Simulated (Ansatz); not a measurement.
# GeW (Fm-3m) in Ansatz: settings compared, part 2 of 2

Ansatz 0.2.0.

## (4) Relaxation of cell and atoms, PBEsol+D4

input.yaml reads:

```yaml
crystal:
  lattice:
    - [0.0, 2.57761, 2.57761]
    - [2.57761, 0.0, 2.57761]
    - [2.57761, 2.57761, 0.0]
  atoms:
    - { symbol: Ge, position: [0.5, 0.5, 0.5] }
    - { symbol: W, position: [0.0, 0.0, 0.0] }
hamiltonian:
  xc: pbesol
  pseudopotentials: { kind: paw }
  dispersion: d4
kpoints:
  mp_grid: { grid: [9, 9, 9] }
scf:
  occupations: { method: fermi_dirac, width: 0.05 }
output:
  forces: true
  stress: true
  eigenvalues: true
  write_density: true
  write_potential: true
  elf: true
  volumetric_format: npy
relax:
  f_tol: 0.01
  max_steps: 40
  cell: { stress_tol: 0.05 }
```

Potentials or basis: Ansatz PAW.

Command:

```sh
> ansatz run input.yaml --threads 2 --pin off --max-ram 5632MiB --backend cpu --events-out ev --progress --plain --runs-dir out
```

Output:

```text
Warning: RAYON_NUM_THREADS=2 ignored (pool sized by the plan → 2); use --threads N
Engine: ansatz 0.2.0, aarch64-unknown-linux-gnu
Pseudopotentials: kind: paw
Pseudopotential: Ge, paw, valence charge 14, recommended cutoff 420 eV (normal), Ge.paw.azcp
Pseudopotential: W, paw, valence charge 14, recommended cutoff 420 eV (normal), W.paw.azcp
Functional definition: PBEsol
  exchange = pbesol_x
  correlation = pbesol_c
Crystal: 2 atoms, lattice volume = 34.252 Å³
Basis set: ecut = 420 eV, 645 PW (Γ), exchange–correlation on 50×50×50 points (8 copies of the dense FFT grid, shifted against one another)
Bands: 18, of which v1, the nominal top of the filled ones, is band 14 counted from 1 (13 counted from 0)
Symmetry: 48 space group operations
Space group: Fm-3m (ITA 225), of the structure as read, at distance tolerance 3.2e-5 Å
k-points: 35 of 729
Non-local potential: Ge, projectors of the file, l = 0: 2, l = 1: 2, l = 2: 3, l = 3: 1
Non-local potential: W, projectors of the file, l = 0: 3, l = 1: 2, l = 2: 2, l = 3: 1
PAW form: soft (Blöchl's): semilocal exchange-correlation on the pseudo side does not see the compensation charge
PAW frozen core: Ge, regenerated for the run's functional, and the local potential with it (the file was generated under x = pbe(κ = 0.804, μ = 0.2195149727645171), c = pbe(β = 0.06672455060314922))
PAW frozen core: W, regenerated for the run's functional, and the local potential with it (the file was generated under x = pbe(κ = 0.804, μ = 0.2195149727645171), c = pbe(β = 0.06672455060314922))
PAW one-centre angular grid: Ge, 590 points (default); XC on 64 Gauss nodes
PAW one-centre angular grid: W, 590 points (default); XC on 64 Gauss nodes
Initial density: superposition of atomic densities (neutral atoms: chi_scale 0, normalization atom), corrected by the library's trained network
Initial wavefunctions: pseudopotential atomic-orbital guess
Functional: x = pbesol(κ = 0.804, μ = 0.12345679012345678), c = pbesol(β = 0.046)
SCF iter   1: F=—  HF=-14508.980343 eV  |F-HF|=—  |Δ(HF+E_count)|=         —  Δρ=5.88e-3  dr2=1.30e-2  ethr=1.77e-3  ⟨swp⟩=5.8  Hψ=3188  notcnv=0
preconditioner: auto → Kerker (q_TF=auto, 2.638 Å⁻¹)  [metal: Δε(μ)=0.059 eV  Ē_g=16.908 eV  σ=0.050 eV  W_gap=0.28  n_scr=14 (ndim 8)  ℏωp=28.4 eV  f_vac=0.000  D(μ)=2.98/eV (n_scr^D=26)]
[... 52 lines left out ...]
basis re-selected at this cell: Δ(F+E_penalty+E_count) = +4.255e-4 eV, ΔP = +0.000 GPa vs the last step (what re-selecting the basis moved, of the pressure what is left beyond the Pulay correction that the steps carried, after the strain that the cell walked since its last selection, with what the two solves' SCF thresholds leave and, on support functions, any second-order correction that the steps lacked; it is no measure of the basis error at this ecutwfc). The dense FFT grid was sized anew with the basis: this SCF ran on 24×24×24 points, the steps before it on 25×25×25, so part of this shift can come from that change (see relax.cell in the input reference). This SCF's stress stands 4.04e-3 GPa from its target on what of the cell is left free (relax.cell.stress_tol is 5.00e-2 GPa) and its largest allowed force component is 1.06e-29 eV/Å (relax.f_tol is 1.00e-2 eV/Å): within both
SCF converged after 6 iterations
Free energy (F): -14509.020048 eV
Harris-Foulkes:  -14509.020048 eV  (|F-HF|=3.64e-12)
Internal energy: -14508.996737 eV  (E = F + TS)
E sigma→0 (E₀):  -14509.008392 eV
Entropy (-TS):   -0.023312 eV (-11.656 meV/atom)
Fermi energy:    17.412085 eV
--- Per-component energies (eV) ---
  E_band       = -181.907133
  E_kinetic    = 565.144573
  E_local      = -2748.658069  (includes V_loc(G=0)·N_el)
  E_nonlocal   = 426.719092
  E_hartree    = 1161.026908
  E_xc         = -340.834873
  E_vxc        = -304.288236  (∫ρ·V_xc dr)
  E_paw        = -10416.690918  (= ΣΔE_a)
  E_vpaw       = -442.878546  (= ΣTr[D̂ρ^β])
  E_aug_tail   = 0.000311  (compensation charges beyond the density's cutoff)
  E_ewald      = -3156.218431
  E_disp       = -0.625059  (pairwise vdW)
  E_core_change = 1.139728  (= ΣΔE_core)
  E_smearing   = -0.023312  (= −TS)
  E_closure    = -0.000000  (closes the sum)
  Σ components = -14509.020048   (vs F -14509.020048, Δ=0.00e0)
--- Forces (eV/Å), atoms counted from 1 ---
  atom   1  Ge     0.00000000     0.00000000     0.00000000
  atom   2  W     -0.00000000     0.00000000    -0.00000000
  max |Σ_I F_I| component: 1.66e-29 eV/Å
--- Stress (GPa, compression-positive) ---
       -0.004043      -0.000000      -0.000000
       -0.000000      -0.004043       0.000000
       -0.000000       0.000000      -0.004043
  P = ⅓ Tr σ = -0.0040 GPa (-0.040 kbar)
--- Band table (eV; the first three rows and the last of 35) ---
  k-point 0: bands = ["-56.9245", "-21.1620", "-21.1620", "-21.1620", "-7.0574", "-7.0574", "-6.9879", "-6.9879", "-6.9879", "4.7251", "15.6741", "15.6741", "15.6741", "16.5073", "16.5073", "19.9579", "19.9579", "19.9579"]
  k-point 1: bands = ["-56.9240", "-21.1772", "-21.1648", "-21.1648", "-7.0518", "-7.0518", "-6.9865", "-6.9856", "-6.9856", "4.9802", "15.2021", "15.5706", "15.5706", "16.1757", "16.1757", "19.4056", "20.8709", "20.8709"]
  k-point 2: bands = ["-56.9227", "-21.2152", "-21.1718", "-21.1718", "-7.0377", "-7.0377", "-6.9829", "-6.9797", "-6.9797", "5.7212", "13.9106", "14.7118", "14.7118", "16.5495", "16.5495", "18.7283", "22.6974", "22.6974"]
  k-point 34: bands = ["-56.9190", "-21.2499", "-21.2341", "-21.2109", "-7.0467", "-7.0187", "-6.9801", "-6.9722", "-6.9569", "8.1089", "12.5516", "13.2055", "13.7316", "18.0071", "18.0208", "19.0604", "19.0735", "21.1409"]
--- Relaxed structure (4 steps of the walk, 4 accepted, 1 SCFs on fresh bases) ---
  F+E_penalty+E_count = -14509.02004837 eV   max|allowed force component| = 1.065e-29 eV/Å   (the final SCF, on the basis selected at the relaxed cell)
  cell:  # Å, volume = 32.6638 Å³
    - [8.805322260090023e-34, 2.537147357980443, 2.537147357980443]
    - [2.537147357980443, 3.248299643135424e-34, 2.537147357980443]
    - [2.537147357980443, 2.537147357980443, 3.518873748125333e-34]
  atoms:
    - { symbol: Ge, position: [0.5, 0.5, 0.5] }
    - { symbol: W, position: [2.09209455436796e-33, -1.544165028223983e-33, -2.042282779263965e-33] }
```

rho_z.tsv:

```text
# z_ang	rho[e/angstrom^3]
# format = ansatz-planar-average/11
# lattice	0.000000000	2.537147358	2.537147358
# lattice	2.537147358	0.000000000	2.537147358
# lattice	2.537147358	2.537147358	0.000000000
# sites	2
# site	32	2.537147358	2.537147358	2.537147358
# site	74	-0.000000000	0.000000000	0.000000000
0.000000	9.900728e-1
0.149503	9.782366e-1
0.299006	9.328055e-1
0.448509	8.416222e-1
0.598011	7.135817e-1
0.747514	5.818731e-1
[... 16 lines left out ...]
3.289063	9.328055e-1
3.438565	9.782366e-1
```

v_z.tsv:

```text
# z_ang	v_es[eV]	v_tot[eV]
# format = ansatz-planar-average/11
# xc	pbesol
# density_cutoff_ev	1680
# datasets	Ge=:simpson_from_first_knot:soft:shift=-1170623	W=:simpson_from_first_knot:soft:shift=-887417
# lattice	0.000000000	2.537147358	2.537147358
# lattice	2.537147358	0.000000000	2.537147358
# lattice	2.537147358	2.537147358	0.000000000
# sites	2
# site	32	2.537147358	2.537147358	2.537147358
# site	74	-0.000000000	0.000000000	0.000000000
0.000000	3.599186e0	-1.018553e1
0.149503	3.869810e0	-9.842764e0
0.299006	4.645189e0	-8.852782e0
0.448509	5.817219e0	-7.336336e0
0.598011	7.183440e0	-5.544625e0
0.747514	8.422204e0	-3.876977e0
[... 16 lines left out ...]
3.289063	4.645189e0	-8.852782e0
3.438565	3.869810e0	-9.842764e0
```

It took 7.3 s on 2 threads of Arm Neoverse N1, shared host; peak memory 0.32 GiB.

Results:

```yaml
Free_energy: -14509.0200 eV
Relaxed_volume: 16.33 Å³/atom
Relaxed_cell: a = 3.588 Å, b = 3.588 Å, c = 3.588 Å, α = 60.00°, β = 60.00°, γ = 60.00°
Space_group_after_relaxing_to_0.05_Å: Fm-3m (No. 225)
Energy_gained_by_relaxing: 21.7 meV/atom
Ionic_steps: 5
Pressure_after_relaxing: 0.0 GPa
Band_gap_on_the_k_mesh: none (metal or under the smearing width)
```

The path:
| step | energy change (eV) | largest force (eV/Å) | volume (Å³) |
| --- | --- | --- | --- |
| 1 | 0.0000 | 0.0000 | 34.25 |
| 2 | -0.0168 | 0.0000 | 31.49 |
| 3 | -0.0435 | 0.0000 | 32.76 |
| 4 | -0.0438 | 0.0000 | 32.66 |
| 5 | -0.0433 | 0.0000 | 32.66 |

Final structure:
```xyz
2
Lattice="0.0000 2.5371 2.5371 2.5371 0.0000 2.5371 2.5371 2.5371 0.0000" Properties=species:S:1:pos:R:3 pbc="T T T"
Ge    2.5371    2.5371    2.5371
W     0.0000    0.0000    0.0000
```

Levels at points of the mesh, in eV from the Fermi level:
| k point | band 10 | band 11 | band 12 | band 13 | band 14 | band 15 | band 16 | band 17 | band 18 |
| --- | --- | --- | --- | --- | --- | --- | --- | --- | --- |
| (0.00, 0.00, 0.00) | -12.69 | -1.74 | -1.74 | -1.74 | -0.90 | -0.90 | 2.55 | 2.55 | 2.55 |

Caveat: the plane-wave basis is chosen anew once the cell has moved, so the energies of steps on either side of that aren't comparable; pairwise dispersion overbinds metals, which lowers pressure and volume; the PAW data sets come from PBE, with cores solved anew for the run's functional, which leaves a small shift of forces and pressure.

## (5) Summary

```tsv
level	gap on the mesh (eV)	pressure (GPa)	relaxed volume (Å³/atom)
PBE+D4	none	0.0	16.72
PBEsol+D3(BJ)	none	0.0	16.12
PBEsol+D4	none	0.0	16.33
```

Alike in all rows: task relaxation of cell and atoms; potentials or basis Ansatz PAW; no spin polarisation; cell relaxed; k mesh 9 × 9 × 9; cutoff (eV) 420; smearing fermi-dirac 0.05 eV.

Caveats: the plane-wave basis is chosen anew once the cell has moved, so the energies of steps on either side of that aren't comparable; pairwise dispersion overbinds metals, which lowers pressure and volume; the PAW data sets come from PBE, with cores solved anew for the run's functional, which leaves a small shift of forces and pressure (some runs).

Absolute energies hang on the potentials; compare differences alone.
